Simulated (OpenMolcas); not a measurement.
# singlet GaSiH4O+ at 6 levels

Aim: a comparison of 6 runs (HF/3-21G, M06-L/cc-pVDZ, PBE0/cc-pVDZ, TPSS/cc-pVDZ, r2SCAN/cc-pVDZ, CCSD(T)/cc-pVDZ) of singlet GaSiH4O+. 

Program for the calculation: OpenMolcas 26.06.

1 further run of the same task is left out (set aside as unsound or not needed).

## (1) The structure to begin with

The species is GaSiH4O+ (7 atoms), meant as a singlet with charge +1. SMILES of the parent species: `[SiH3][O][GaH]`. The coordinates come from a PBE0-D4/def2-TZVP relaxation. This is one conformer, not always the lowest. That shape belongs to the parent species and isn't relaxed for this state.

Bond lengths: Si1–O2 1.632 Å, O2–Ga3 1.793 Å, Si1–H4 1.488 Å, Si1–H5 1.491 Å, Si1–H6 1.488 Å, Ga3–H7 1.605 Å. Angles: Si1–O2–Ga3 142.9°, O2–Si1–H4 109.9°, O2–Si1–H5 111.5°, O2–Si1–H6 109.9°, O2–Ga3–H7 113.7°, H4–Si1–H5 108.4°, H4–Si1–H6 108.7°, H5–Si1–H6 108.3°.

## (2) The energy at HF/3-21G (run 1)

Contents of test.inp:

```
&gateway
baslib = $CurrDir
basisset
Si.3-21G....
Si1 -0.907100 0.576700 -0.244500 angstrom
End of Basis
basisset
O.3-21G....
O2 0.281700 -0.375400 0.340400 angstrom
End of Basis
basisset
Ga.3-21G....
Ga3 1.972300 -0.895800 0.047800 angstrom
End of Basis
basisset
H.3-21G....
H4 -2.099000 -0.248300 -0.578700 angstrom
H5 -0.473700 1.297400 -1.475800 angstrom
H6 -1.295700 1.586500 0.776300 angstrom
H7 2.521500 -1.941000 1.134400 angstrom
End of Basis
&seward
&scf
charge = 1
thresholds = 1e-10 1e-07 1e-07 1e-05
prorbitals = 1
```

The basis set 3-21G is read from a file made from the Basis Set Exchange's data (not shown).

Command:

```bash
$ export MOLCAS_MEM=1860
$ pymolcas test.inp > test.log
```

Standard output:

```text
--- Start Module: gateway ---
[...]
--- Stop Module: gateway /rc=_RC_ALL_IS_WELL_ ---
--- Start Module: seward ---
[...]
      Basis functions           52
--- Stop Module: seward /rc=_RC_ALL_IS_WELL_ ---
[...]
--- Start Module: scf ---
[...]
       Convergence after  17 Iterations
[...]
::    Total SCF energy                              -2277.7521521463
[...]
      Total spin, S                                     0.0000000000
[...]
      Total electronic charge=   56.000000
      Total            charge=    1.000000
[...]
      Dipole Moment (debye):
      Origin of the operator (angstrom)=    0.9725   -0.4354    0.0150
                   X=  5.4808E+00               Y= -9.8049E-01               Z= -1.9050E+00           Total=  5.8847E+00
      Center of Charge (angstrom)
[...]
--- Stop Module: scf /rc=_RC_ALL_IS_WELL_ ---
[...]
```

Run time: 3.9 s. Hardware: 1 thread of AMD EPYC 7R43 (Zen 3), shared host; peak memory 0.38 GiB.

## (3) The energy at M06-L/cc-pVDZ (run 2)

Contents of mol.input:

```
>>> EXPORT MOLCAS_PRINT=2

&GATEWAY
 BASLIB = $CurrDir
 COORD
 7
 bohr
 Si    -1.71417057     1.08980506    -0.46203804
 O      0.53233585    -0.70940319     0.64326277
 Ga     3.72710684    -1.69281666     0.09032891
 H     -3.96653514    -0.46921900    -1.09358451
 H     -0.89516327     2.45173067    -2.78885781
 H     -2.44851814     2.99805050     1.46699439
 H      4.76494442    -3.66795841     2.14370532
 BASIS = cc-pVDZ
 GROUP = NoSym

&SEWARD
 GRIDINPUT
 Grid=UltraFine
 End of Grid

&SCF
 CHARGE = 1
 KSDFT = M06L
 THRESHOLDS = 1e-10 1e-07 1e-07 1e-05
 PRORBITALS = 1 1
```

The basis set cc-pVDZ is read from a file made from the Basis Set Exchange's data (not shown).

Command:

```bash
$ export MOLCAS_MEM=1860
$ pymolcas mol.input > mol.log
```

Standard output:

```text
--- Start Module: gateway ---
[...]
--- Stop Module: gateway /rc=_RC_ALL_IS_WELL_ ---
--- Start Module: seward ---
[...]
      Basis functions           79
--- Stop Module: seward /rc=_RC_ALL_IS_WELL_ ---
[...]
--- Start Module: scf ---
[...]
       Convergence after  22 Iterations
[...]
::    Total KS-DFT energy                           -2291.5890080764
[...]
      Total spin, S                                     0.0000000000
[...]
      Total electronic charge=   56.000000
      Total            charge=    1.000000
[...]
      Dipole Moment (debye):
      Origin of the operator (angstrom)=    0.9725   -0.4354    0.0150
                   X=  3.5800E+00               Y= -8.6270E-01               Z= -9.4569E-01           Total=  3.8020E+00
      Center of Charge (angstrom)
[...]
--- Stop Module: scf /rc=_RC_ALL_IS_WELL_ ---
[...]
```

It took 48 s on 1 thread of AMD EPYC 7R43 (Zen 3), shared host; peak memory 0.44 GiB.

Runs 3 to 4 aren't shown in full; the table further down has their settings and results.

## (4) A single-point energy at r2SCAN/cc-pVDZ (run 5)

Contents of mol.input:

```
&gateway
  baslib = $CurrDir
  coord
  7
  angstrom
  Si      -0.907100       0.576700      -0.244500
  O        0.281700      -0.375400       0.340400
  Ga       1.972300      -0.895800       0.047800
  H       -2.099000      -0.248300      -0.578700
  H       -0.473700       1.297400      -1.475800
  H       -1.295700       1.586500       0.776300
  H        2.521500      -1.941000       1.134400
  basis = cc-pVDZ
  group = NoSym

&seward
  gridinput
  Grid=UltraFine
  End of Grid

&scf
  charge = 1
  ksdft = 2
  1.0 MGGA_X_R2SCAN
  1.0 MGGA_C_R2SCAN
  thresholds = 1e-10 1e-07 1e-07 1e-05
  prorbitals = 0
```

The basis set cc-pVDZ is read from a file made from the Basis Set Exchange's data (not shown).

Command:

```bash
$ export MOLCAS_MEM=1860
$ pymolcas mol.input > mol.log
```

Standard output:

```text
--- Start Module: gateway ---
[...]
--- Stop Module: gateway /rc=_RC_ALL_IS_WELL_ ---
--- Start Module: seward ---
[...]
      Basis functions           79
--- Stop Module: seward /rc=_RC_ALL_IS_WELL_ ---
[...]
--- Start Module: scf ---
[...]
       Convergence after  21 Iterations
[...]
::    Total KS-DFT energy                           -2291.5640008625
[...]
      Total spin, S                                     0.0000000000
[...]
      Total electronic charge=   56.000000
      Total            charge=    1.000000
[...]
      Dipole Moment (debye):
      Origin of the operator (angstrom)=    0.9725   -0.4354    0.0150
                   X=  3.6261E+00               Y= -9.0545E-01               Z= -9.1499E-01           Total=  3.8478E+00
      Center of Charge (angstrom)
[...]
--- Stop Module: scf /rc=_RC_ALL_IS_WELL_ ---
[...]
```

Wall time 48 s (1 thread of AMD EPYC 7R43 (Zen 3), shared host); peak memory 0.44 GiB.

## (5) The energy at CCSD(T)/cc-pVDZ (run 6)

Contents of coord.xyz:

```xyz
7

Si    -0.907100     0.576700    -0.244500
O      0.281700    -0.375400     0.340400
Ga     1.972300    -0.895800     0.047800
H     -2.099000    -0.248300    -0.578700
H     -0.473700     1.297400    -1.475800
H     -1.295700     1.586500     0.776300
H      2.521500    -1.941000     1.134400
```

Contents of calc.input:

```
&gateway
  baslib = $CurrDir
  coord = coord.xyz
  basis = cc-pVDZ
  group = NoSym

&seward

&scf
  charge = 1
  thresholds = 1e-10 1e-07 1e-07 1e-05
  prorbitals = 0

&rasscf
  fileorb = $Project.ScfOrb
  spin = 1
  nactel = 0 0 0
  inactive = 28
  ras2 = 0
  outorbitals = Canonical
  orblisting = NoCore

&motra
  jobiph
  frozen = 15

&ccsdt
  cct
  triples = 2
  iterations = 80
  accuracy = 1e-08
  extrapolation = 5 4
```

The basis set cc-pVDZ is read from a file made from the Basis Set Exchange's data (not shown).

Command:

```bash
$ export MOLCAS_MEM=1860
$ pymolcas calc.input > calc.log
```

Standard output:

```text
--- Start Module: gateway ---
[...]
--- Stop Module: gateway /rc=_RC_ALL_IS_WELL_ ---
[...]
      Basis functions           79
[...]
       Convergence after  19 Iterations
[...]
::    Total SCF energy                              -2289.0699315498
[...]
      Total spin, S                                     0.0000000000
[...]
      Number of active orbitals                  0
[...]
      Spin quantum number                      0.0
[...]
      Active orbitals                            0
[...]
      Number of CSFs                             1
[...]
      Number of root(s) required                 1
[...]
      Convergence after  4 iterations
[...]
      Natural orbitals and occupation numbers for root  1
      ************************************************************************************************************************
      *                                                    Final results                                                     *
      ************************************************************************************************************************
[...]
::    RASSCF root number  1 Total energy:  -2289.06993155
[...]
      Total electronic charge=   56.000000
      Total            charge=    1.000000
[...]
      Dipole Moment (debye):
      Origin of the operator (angstrom)=    0.9725   -0.4354    0.0150
                   X=  5.6460E+00               Y= -1.3435E+00               Z= -1.5120E+00           Total=  5.9974E+00
      Center of Charge (angstrom)
[...]
--- Start Module: motra ---
[...]
      *** WARNING: Default frozen orbitals is overwritten by user input.
      *** Default values:  17
[...]
--- Stop Module: motra /rc=_RC_ALL_IS_WELL_ ---
--- Start Module: ccsdt ---
[...]
      Convergence after                    19  Iterations
      Total energy (diff) :   -2289.46084079      -0.00000001
[...]
 METHOD                       : CCSD+T(CCSD)+<T3(1)WT1> = CCSD(T)
[...]
       CCSD     =     -2289.4608407930159
[...]
--- Stop Module: ccsdt /rc=_RC_ALL_IS_WELL_ ---
[...]
```

It took 44 s on 1 thread of AMD EPYC 7R43 (Zen 3), shared host; peak memory 0.44 GiB.

## (6) Overview of the runs

```
run            level  integration grid  frozen core orbitals   energy (Eh)  HOMO energy (eV)  LUMO energy (eV)  HOMO–LUMO gap (eV)  wall time
  1         HF/3-21G                 –                     –  -2277.752152            -16.17             -7.27                8.90      3.9 s
  2    M06-L/cc-pVDZ         UltraFine                     –  -2291.589008            -12.24            -11.00                1.23       48 s
  3     PBE0/cc-pVDZ         UltraFine                     –  -2291.182409            -13.18            -10.43                2.74       30 s
  4     TPSS/cc-pVDZ         UltraFine                     –  -2291.683929            -12.24            -11.05                1.19       53 s
  5   r2SCAN/cc-pVDZ         UltraFine                     –  -2291.564001            -12.29            -11.07                1.22       48 s
  6  CCSD(T)/cc-pVDZ                 –                    15  -2289.472883            -16.20             -7.50                8.70       44 s
```

## (7) What came out

```
                                           quantity           value
                                run 6: total energy  -2289.47288 Eh
         run 6: HOMO energy (Hartree–Fock orbitals)       -16.20 eV
         run 6: LUMO energy (Hartree–Fock orbitals)        -7.50 eV
       run 6: HOMO–LUMO gap (Hartree–Fock orbitals)         8.70 eV
run 6: correlation energy (15 core orbitals frozen)      -403.0 mEh
                              run 6: (T) correction      -12.04 mEh
```

What this shows: Over runs 1, 2, 3, 4, 5 the HOMO–LUMO gap runs from 1.19 eV (TPSS/cc-pVDZ) to 8.90 eV (HF/3-21G). The two ends differ in method and basis. Totals of different functionals can't be ranked against each other. All runs together took 3.8 min, the longest 53 s.
